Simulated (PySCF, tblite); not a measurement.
**C5H5ClOSSi: geometry, infrared bands and NMR shifts**

Wanted: the infrared bands and NMR shifts of C5H5ClOSSi (`O=C(Cl)c1sccc1[SiH3]`), by calculation.

Programs: tblite 0.8.0 and PySCF 2.14.0, with density-fitted response routines of our own. Each step states its level of theory. These are calculated values for one molecule in the gas phase, unless marked as measured. Atoms are numbered from 0 throughout.

## 1. The starting structure

14 atoms, charge 0, multiplicity 1; geometry from: force field or distance geometry start.

Bonds of the start (Å): O0–C1 1.22, C1–Cl2 1.76, C1–C3 1.48, C3–S4 1.73, S4–C5 1.70, C5–C6 1.37, C6–C7 1.42, C7–Si8 1.90, C7–C3 1.39, C5–H9 1.08, C6–H10 1.09, Si8–H11 1.49, Si8–H12 1.50, Si8–H13 1.48.

## 2. Relaxing the molecule with GFN2-xTB

Job settings and geometry (Å):

```
{"job": {"kind": "relax", "xc": "GFN2-xTB", "basis": "xTB"}, "charge": 0, "multiplicity": 1}
O     -2.203900     1.575100     0.088200
C     -1.059400     1.983100     0.180600
Cl    -0.692200     3.683300     0.417000
C      0.090800     1.056800     0.121200
S      1.714800     1.618200     0.280300
C      2.376200     0.058900     0.111200
C      1.412500    -0.898300    -0.050600
C      0.110700    -0.326800    -0.032900
Si    -1.412400    -1.439600    -0.239300
H      3.449100    -0.082700     0.149900
H      1.643400    -1.956500    -0.165600
H     -2.172400    -1.066400    -1.463000
H     -2.284300    -1.356700     0.975200
H     -0.973600    -2.849000    -0.394400
```

The run is started by

```
OMP_NUM_THREADS=1 python probes_run.py task.json out
```

One launch serves the whole session: the jobs run in the order shown.

**Question.** This job is followed by: GFN2-xTB harmonic vibrations, gas phase; GIAO PBE0/pcSseg-1 NMR shielding, non-relativistic, gas phase. Predict these results of the whole session: strongest single infrared mode (GFN2-xTB); zero-point energy (GFN2-xTB); 13C shifts against TMS (PBE0/pcSseg-1); 1H shifts against TMS (PBE0/pcSseg-1, means over atoms taken as alike); 17O shifts against H2O (PBE0/pcSseg-1); 35Cl shifts against HCl (PBE0/pcSseg-1); 33S shifts against CS2 (PBE0/pcSseg-1); 29Si shifts against TMS (PBE0/pcSseg-1).

As calculated:

| quantity | value |
| --- | --- |
| strongest single infrared mode (GFN2-xTB) | 1735 cm⁻¹, 359 km/mol |
| zero-point energy (GFN2-xTB) | 50.0 kcal/mol |
| 13C shifts against TMS (PBE0/pcSseg-1) | 171.4, 157.4, 152.3, 148.3, 140.8 ppm |
| 1H shifts against TMS (PBE0/pcSseg-1, means over atoms taken as alike) | 7.74, 7.53, 4.56 ppm |
| 17O shifts against H2O (PBE0/pcSseg-1) | 535.5 ppm |
| 35Cl shifts against HCl (PBE0/pcSseg-1) | 430 ppm |
| 33S shifts against CS2 (PBE0/pcSseg-1) | 281 ppm |
| 29Si shifts against TMS (PBE0/pcSseg-1) | -77.9 ppm |

Over 34 steps the energy fell by 0.267 eV; of the close pairs, C1–C3 changed most, 1.478 to 1.424 Å. No mode is imaginary among the 36: a minimum at this level. The strongest single mode, at 1735 cm⁻¹, moves mainly C1 and O0. Unscaled tight-binding wavenumbers are off by several per cent, some by more. Its intensities can rank the bands wrongly. NICS(1)zz of -25 ppm above the planar ring from C3 marks a diatropic (aromatic) ring current.
